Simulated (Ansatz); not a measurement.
**GeBrCl: how energies converge with the basis set**

An exercise on one series of results from a longer session: the logs are not shown, and one member is left open.

Computed with Ansatz 0.2.0, Gaussian basis. Level: one geometry, several basis sets.

Levels to be run: PBE0-D4/def2-SVP; ωB97M-V/def2-SVP; PBE0-D4/def2-QZVPP; ωB97M-V/def2-QZVPP; the functionals' def2-TZVPP values are taken from earlier runs.

## Structure used throughout

The geometry comes from an earlier relaxation with PBE0-D4 in a triple-zeta def2 set; it is a stationary point.

SMILES `[Cl][Ge][Br]`, 3 atoms, charge 0, spin multiplicity 1.

Atoms are counted from 1 here; the program's logs count them from 0.

Bond lengths: Cl1–Ge2 2.181 Å, Ge2–Br3 2.342 Å. Angles: Cl1–Ge2–Br3 100.5°.

Set-up of the first run:

in.yaml

```yaml
crystal:
  periodic: [false, false, false]
  atoms:
    - {symbol: Cl, position_ang: [0.416917, 1.650901, 0.399021]}
    - {symbol: Ge, position_ang: [-0.850842, 0.093434, -0.452239]}
    - {symbol: Br, position_ang: [0.423026, -1.809036, 0.040018]}
basis:
  gaussian: {orbitals: def2-SVP}
hamiltonian: {xc: pbe0, dispersion: d4}
output: {orbitals: {seedname: orbitals}}
```

Steps of the session up to this table: PBE0-D4 in def2-SVP; ωB97M-V in def2-SVP; PBE0-D4 in def2-QZVPP; ωB97M-V in def2-QZVPP.

One of the session's tables, all rows but one given; the rest of the session is left out.

It belongs to the step «Functionals by basis». 

```
functional       basis  HOMO (eV)  LUMO (eV)
   PBE0-D4    def2-SVP      -7.83      -3.07
   PBE0-D4  def2-TZVPP      -7.93      -3.15
   PBE0-D4  def2-QZVPP      -7.96      -3.17
   ωB97M-V    def2-SVP      -9.83      -1.10
   ωB97M-V  def2-TZVPP      -9.96      -1.21
   ωB97M-V  def2-QZVPP          ?          ?
```

Estimate the missing values for ωB97M-V, def2-QZVPP.

As computed: HOMO (eV): -10.01; LUMO (eV): -1.28. In the column «HOMO (eV)» it is the lowest.
